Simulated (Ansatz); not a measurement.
**C2H3F3Te: small, medium and large basis sets**

One table from this session's results is given with a row withheld; the runs are named, their logs left out.

Computed with Ansatz 0.2.0, Gaussian basis. Level: one geometry, several basis sets.

Plan: PBE0-D4/def2-SVP; ωB97M-V/def2-SVP; PBE0-D4/def2-QZVPP; ωB97M-V/def2-QZVPP; the functionals' def2-TZVPP values are taken from earlier runs.

## The geometry

All runs share one geometry, relaxed beforehand with PBE0-D4 in a triple-zeta def2 set. Te takes the def2 core potential; no spin-orbit term is included.

9 atoms, charge 0, spin multiplicity 1.

Atoms are counted from 1 here; the program's logs count them from 0.

Bond lengths: C1–Te2 2.134 Å, C1–H7 1.089 Å, C1–H8 1.087 Å, C1–H9 1.087 Å, Te2–C3 2.167 Å, C3–F4 1.337 Å, C3–F5 1.335 Å, C3–F6 1.337 Å. Angles: Te2–C1–H7 106.5°, Te2–C1–H8 109.5°, Te2–C1–H9 109.5°, H7–C1–H8 109.9°, H7–C1–H9 109.9°, H8–C1–H9 111.4°, C1–Te2–C3 92.3°, Te2–C3–F4 112.4°, Te2–C3–F5 109.5°, Te2–C3–F6 112.4°, F4–C3–F5 107.8°, F4–C3–F6 106.7°, F5–C3–F6 107.8°.

The first run:

in.yaml reads:

```yaml
crystal:
  periodic: [false, false, false]
  atoms:
    - {symbol: C, position_ang: [-0.344269, -1.258068, 0.895624]}
    - {symbol: Te, position_ang: [1.451969, -0.448520, 0.077048]}
    - {symbol: C, position_ang: [0.387211, 1.188287, -0.862962]}
    - {symbol: F, position_ang: [-0.525569, 0.764500, -1.742776]}
    - {symbol: F, position_ang: [1.253037, 1.966447, -1.516601]}
    - {symbol: F, position_ang: [-0.259379, 1.951825, 0.023475]}
    - {symbol: H, position_ang: [-0.056112, -2.149154, 1.451845]}
    - {symbol: H, position_ang: [-1.021761, -1.528567, 0.089591]}
    - {symbol: H, position_ang: [-0.796728, -0.533151, 1.567655]}
basis:
  gaussian: {orbitals: def2-SVP}
hamiltonian: {xc: pbe0, dispersion: d4}
output: {orbitals: {seedname: orbitals}}
```

Steps of the session up to this table: PBE0-D4 in def2-SVP; ωB97M-V in def2-SVP; PBE0-D4 in def2-QZVPP; ωB97M-V in def2-QZVPP.

One table of the session follows, with a row left open; its other results are not shown here.

It belongs to the step «Functionals by basis». 

| functional | basis | HOMO (eV) |
| --- | --- | --- |
| PBE0-D4 | def2-SVP | ? |
| PBE0-D4 | def2-TZVPP | -6.52 |
| PBE0-D4 | def2-QZVPP | -6.55 |
| ωB97M-V | def2-SVP | -8.54 |
| ωB97M-V | def2-TZVPP | -8.68 |
| ωB97M-V | def2-QZVPP | -8.71 |

**Question.** Estimate the row for PBE0-D4, def2-SVP.

**Answer.** HOMO (eV): -6.41. In the column «HOMO (eV)» it is the highest.
